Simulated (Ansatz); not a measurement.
# CH₈GeSSi: up Jacob's ladder to CCSD(T)

How much do the methods differ for CH₈GeSSi? The plan is to run it at one geometry with functionals of several rungs and with coupled cluster. The yardstick is the atomisation energy at the CCSD(T) limit.

Program: Ansatz 0.2.0, Gaussian basis. Level of theory: functionals in def2-TZVPP, the program's frozen cores in correlated methods. These are calculated values, not measurements.

The runs, in order: LDA (SPW92), PBE-D4, revPBE-D4, BLYP-D4, r2SCAN-D4, B97M-V, PBE0-D4, B3LYP-D4, r2SCANh-D4, r2SCAN0-D4, HSE06-D4, BHLYP-D4, CAM-B3LYP-D4, LC-ωPBE, ωB97X-V, ωB97M-V, B2PLYP, PBE-QIDH; CCSD(T)/def2-SVP; CCSD(T)/def2-TZVPP; MP2/def2-QZVPP; extrapolation to the limit; RPA on PBE.

## (1) The geometry

All runs share one geometry, relaxed beforehand with PBE0-D4 in a triple-zeta def2 set.

SMILES `CS[SiH2][GeH3]`, 12 atoms, charge 0, spin multiplicity 1.

Atoms are counted from 1 here; the program's logs count them from 0.

Bond lengths: C1–S2 1.816 Å, C1–H5 1.090 Å, C1–H6 1.090 Å, C1–H7 1.090 Å, S2–Si3 2.130 Å, Si3–Ge4 2.383 Å, Si3–H8 1.491 Å, Si3–H9 1.486 Å, Ge4–H10 1.537 Å, Ge4–H11 1.540 Å, Ge4–H12 1.539 Å. Angles: S2–C1–H5 111.4°, S2–C1–H6 106.6°, S2–C1–H7 111.0°, H5–C1–H6 108.8°, H5–C1–H7 109.9°, H6–C1–H7 108.9°, C1–S2–Si3 99.8°, S2–Si3–Ge4 112.1°, S2–Si3–H8 110.4°, S2–Si3–H9 105.4°, Ge4–Si3–H8 109.4°, Ge4–Si3–H9 110.1°, H8–Si3–H9 109.3°, Si3–Ge4–H10 110.3°, Si3–Ge4–H11 110.8°, Si3–Ge4–H12 111.0°, H10–Ge4–H11 108.1°, H10–Ge4–H12 108.7° and more.

## (2) LDA

This LDA is Slater exchange with PW92 correlation.

The input, in.yaml:

```yaml
crystal:
  periodic: [false, false, false]
  atoms:
    - {symbol: C, position_ang: [-1.600674, 1.371072, -0.167712]}
    - {symbol: S, position_ang: [-0.398046, 1.502540, 1.185966]}
    - {symbol: Si, position_ang: [0.350935, -0.491478, 1.202913]}
    - {symbol: Ge, position_ang: [1.493372, -1.039045, -0.815115]}
    - {symbol: H, position_ang: [-1.112527, 1.125744, -1.110543]}
    - {symbol: H, position_ang: [-2.074135, 2.347999, -0.260315]}
    - {symbol: H, position_ang: [-2.365194, 0.628002, 0.059350]}
    - {symbol: H, position_ang: [-0.758763, -1.462656, 1.421492]}
    - {symbol: H, position_ang: [1.289316, -0.551308, 2.353201]}
    - {symbol: H, position_ang: [2.739054, -0.154035, -0.980032]}
    - {symbol: H, position_ang: [0.582590, -0.817297, -2.036431]}
    - {symbol: H, position_ang: [1.931071, -2.514838, -0.818772]}
basis:
  gaussian: {orbitals: def2-TZVPP}
hamiltonian: {xc: lda}
output: {orbitals: {seedname: orbitals}}
```

The runs that follow: PBE-D4 (GGA); revPBE-D4 (GGA); BLYP-D4 (GGA); r2SCAN-D4 (meta-GGA); B97M-V (meta-GGA); PBE0-D4 (hybrid); B3LYP-D4 (hybrid); r2SCANh-D4 (hybrid); r2SCAN0-D4 (hybrid); HSE06-D4 (hybrid); BHLYP-D4 (hybrid); CAM-B3LYP-D4 (range-separated); LC-ωPBE (range-separated); ωB97X-V (range-separated); ωB97M-V (range-separated); B2PLYP (double hybrid); PBE-QIDH (double hybrid); CCSD(T) in def2-SVP; CCSD(T) in def2-TZVPP; MP2 in def2-QZVPP; RPA on PBE orbitals.

**Question.** What will the summary of the whole plan be? Wanted: atomisation energy, CCSD(T)/CBS; farthest beyond LDA; mean size of error, GGA; mean size of error, meta-GGA; mean size of error, hybrid; mean size of error, range-separated; mean size of error, double hybrid; gap, smallest and largest; T1 diagnostic.

As calculated:

```
                               quantity                                                                                                           value
        atomisation energy, CCSD(T)/CBS                                                                                                       38.514 eV
    functionals within 0.385 eV (1.0 %)  PBE-D4, r2SCAN-D4, B97M-V, PBE0-D4, B3LYP-D4, r2SCANh-D4, r2SCAN0-D4, HSE06-D4, CAM-B3LYP-D4, ωB97X-V, ωB97M-V
                    farthest beyond LDA                                                                                            BHLYP-D4 (-0.770 eV)
                mean size of error, GGA                                                                                                        0.494 eV
           mean size of error, meta-GGA                                                                                                        0.157 eV
             mean size of error, hybrid                                                                                                        0.341 eV
    mean size of error, range-separated                                                                                                        0.269 eV
      mean size of error, double hybrid                                                                                                        0.585 eV
              gap, smallest and largest                                                                       4.54 eV (LDA (SPW92)), 11.41 eV (LC-ωPBE)
                          T1 diagnostic                                                                                                          0.0116
triples share of the correlation energy                                                                                                           3.8 %
```

**Reading.** LDA overbinds by 4.556 eV (12 %). PBE-D4 is off by -0.105 eV. Double hybrids carry the basis error of their MP2 part in triple zeta, and no dispersion term here, so their miss is partly the set-up's. The rungs meta-GGA, range-separated, hybrid miss on average by less than the doubt on the reference (0.385 eV), so they tie. Misses under about 0.385 eV are within the doubt on the reference itself, which lacks core-valence correlation, relativity and higher excitations, and its outer-core shells are covered unevenly. Hartree-Fock recovers 74 % of the binding; the rest is correlation. CCSD(T) in def2-SVP is off by -2.562 eV, more than most functionals: a good method in a small basis is no reference. Orbital gaps span 4.5 to 11.4 eV; exact exchange widens them. Correlated methods include outer-core shells of Ge, which these sets cover unevenly.
